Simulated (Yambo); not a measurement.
**GaSb: optical spectrum by the Bethe-Salpeter equation with PBE**

GaSb:

```xyz
2
Lattice="0.0000 3.0993 3.0993 3.0993 0.0000 3.0993 3.0993 3.0993 0.0000" Properties=species:S:1:pos:R:3 pbc="T T T"
Sb    4.6489    4.6489    4.6489
Ga    0.0000    0.0000    0.0000
```

The cell isn't the ideal one: cell stretched.

```
Program                                     : Yambo 5.3.0
Task                                        : optical spectrum by the Bethe-Salpeter equation
Functional                                  : PBE
Potentials or basis                         : PseudoDojo 0.4.1 SR PBE standard
Cutoff                                      : 1088 eV
Density cutoff                              : 4354 eV
k mesh                                      : 4 × 4 × 4
Occupations                                 : fermi-dirac, width 0.05 eV
Spin                                        : no spin polarisation
k mesh of the self-consistent run           : 8 × 8 × 8
Random integration of the Coulomb term      : yes
Direction of the field or of q to 0         : x
Broadening                                  : 0.1 eV
Kernel                                      : screened exchange
Terms kept                                  : resonant and antiresonant, uncoupled
Solver                                      : diagonalisation
Correction of the levels                    : none
Top of the energy range                     : 20 eV
Energy points                               : 200
Bands of the transition space (first, last) : [13, 17]
Bands in the response                       : 39
Cutoff of the response matrix               : 5 Ry
Cutoff of exchange and Vxc                  : 20 Ry
```

* Band gap on the k mesh, mean-field level: none (metal or under the smearing width)

Dielectric function (along the field direction of the input):
```
energy (eV)  real part  imaginary part
       0.30      51.75            1.51
       0.90      80.66           12.96
       1.61     -64.15           32.81
       2.31       1.08            4.74
       3.02       8.27           39.20
       3.62     -28.67           15.28
       4.32     -13.58           18.23
       5.03     -12.62            4.00
       5.73      -5.19            3.66
       6.33      -3.77            0.71
       7.04      -3.97            1.76
       7.74      -3.80            1.51
       8.44      -3.00            0.29
       9.05      -2.04            0.11
       9.75      -1.45            0.07
      10.45      -1.04            0.05
      11.16      -0.78            0.05
      11.76      -0.56            0.03
      12.46      -0.37            0.02
      13.17      -0.21            0.02
      13.87      -0.08            0.02
      14.47       0.02            0.01
      15.18       0.11            0.01
      15.88       0.19            0.01
      16.58       0.26            0.01
      17.19       0.32            0.01
      17.89       0.37            0.01
      18.59       0.42            0.01
      19.30       0.46            0.01
      20.00       0.50            0.01
```

It took 62 s on 1 thread of Intel(R) Xeon(R) 6975P-C (Granite Rapids), with other jobs on the host.

Caveat: the k mesh is coarse (spacing up to 0.44 Å⁻¹), so the values aren't converged; the intraband (Drude) term of the metal is left out; the ground state has no gap, which makes the many-body step unreliable; the transitions start from uncorrected Kohn-Sham levels, so peaks lie too low; exciton energies and binding change strongly with the k mesh and aren't converged on this one; spectra need much finer meshes, so this one isn't converged. Spin-orbit coupling is left out, which matters for the levels of Sb.
